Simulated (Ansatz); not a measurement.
**CH6FNOSi: up Jacob's ladder to CCSD(T)**

The task here is to estimate one member of a computed series from the others.

The runs use Ansatz 0.2.0, Gaussian basis; functionals in def2-TZVPP, the program's frozen cores in correlated methods.

Levels to be run: LDA (SPW92), PBE-D4, revPBE-D4, BLYP-D4, r2SCAN-D4, B97M-V, PBE0-D4, B3LYP-D4, r2SCANh-D4, r2SCAN0-D4, HSE06-D4, BHLYP-D4, CAM-B3LYP-D4, LC-ωPBE, ωB97X-V, ωB97M-V, B2PLYP, PBE-QIDH; CCSD(T)/def2-SVP; CCSD(T)/def2-TZVPP; MP2/def2-QZVPP; extrapolation to the limit; RPA on PBE.

## The relaxed structure

An earlier PBE0-D4 in a triple-zeta def2 set relaxation fixed the geometry.

SMILES `NC(F)O[SiH3]`, 11 atoms, charge 0, spin multiplicity 1.

Atoms are counted from 1 here; the program's logs count them from 0.

Bond lengths: N1–C2 1.398 Å, N1–H6 1.012 Å, N1–H7 1.010 Å, C2–F3 1.415 Å, C2–O4 1.367 Å, C2–H8 1.096 Å, O4–Si5 1.661 Å, Si5–H9 1.482 Å, Si5–H10 1.480 Å, Si5–H11 1.487 Å. Angles: C2–N1–H6 111.1°, C2–N1–H7 111.8°, H6–N1–H7 110.6°, N1–C2–F3 112.5°, N1–C2–O4 109.5°, N1–C2–H8 110.8°, F3–C2–O4 107.4°, F3–C2–H8 104.0°, O4–C2–H8 112.6°, C2–O4–Si5 123.4°, O4–Si5–H9 111.8°, O4–Si5–H10 104.9°, O4–Si5–H11 109.6°, H9–Si5–H10 110.0°, H9–Si5–H11 109.7°, H10–Si5–H11 110.7°.

Set-up of the first run:

The input, in.yaml:

```yaml
crystal:
  periodic: [false, false, false]
  atoms:
    - {symbol: N, position_ang: [-0.144038, -1.360107, 1.536253]}
    - {symbol: C, position_ang: [0.302120, -0.710879, 0.381382]}
    - {symbol: F, position_ang: [-0.130753, -1.354105, -0.802105]}
    - {symbol: O, position_ang: [-0.189118, 0.564484, 0.355913]}
    - {symbol: Si, position_ang: [-0.073723, 1.562198, -0.966603]}
    - {symbol: H, position_ang: [-1.151681, -1.310560, 1.615939]}
    - {symbol: H, position_ang: [0.167635, -2.320031, 1.570802]}
    - {symbol: H, position_ang: [1.396065, -0.741783, 0.315149]}
    - {symbol: H, position_ang: [-1.091671, 1.236830, -1.993046]}
    - {symbol: H, position_ang: [-0.305844, 2.924622, -0.436434]}
    - {symbol: H, position_ang: [1.286407, 1.452332, -1.556651]}
basis:
  gaussian: {orbitals: def2-TZVPP}
hamiltonian: {xc: lda}
output: {orbitals: {seedname: orbitals}}
```

Steps of the session up to this table: LDA; PBE-D4 (GGA); revPBE-D4 (GGA); BLYP-D4 (GGA); r2SCAN-D4 (meta-GGA); B97M-V (meta-GGA); PBE0-D4 (hybrid); B3LYP-D4 (hybrid); r2SCANh-D4 (hybrid); r2SCAN0-D4 (hybrid); HSE06-D4 (hybrid); BHLYP-D4 (hybrid); CAM-B3LYP-D4 (range-separated); LC-ωPBE (range-separated); ωB97X-V (range-separated); ωB97M-V (range-separated); B2PLYP (double hybrid); PBE-QIDH (double hybrid).

One table of the session follows, with a row left open; its other results are not shown here.

It belongs to the step «Orbital energies across the functionals». 

```
  functional  HOMO (eV)  LUMO (eV)  gap (eV)
 LDA (SPW92)          ?          ?         ?
      PBE-D4      -6.51      -0.55      5.96
   revPBE-D4      -6.44      -0.43      6.01
     BLYP-D4      -6.40      -0.42      5.98
   r2SCAN-D4      -6.86      -0.08      6.78
      B97M-V      -7.04      -0.39      6.66
     PBE0-D4      -8.09       0.33      8.42
    B3LYP-D4      -7.84       0.10      7.93
  r2SCANh-D4      -7.45       0.20      7.66
  r2SCAN0-D4      -8.35       0.62      8.97
    HSE06-D4      -7.68      -0.05      7.64
    BHLYP-D4      -9.62       1.16     10.78
CAM-B3LYP-D4      -9.59       1.28     10.87
     LC-ωPBE     -11.00       2.49     13.49
     ωB97X-V     -10.63       2.34     12.97
     ωB97M-V     -10.55       1.98     12.53
```

Q: Estimate the row for LDA (SPW92) from the others.

**Answer.** HOMO (eV): -6.68; LUMO (eV): -0.81; gap (eV): 5.87. In the column «HOMO (eV)» it lies between r2SCAN-D4 (-6.86) and PBE-D4 (-6.51).
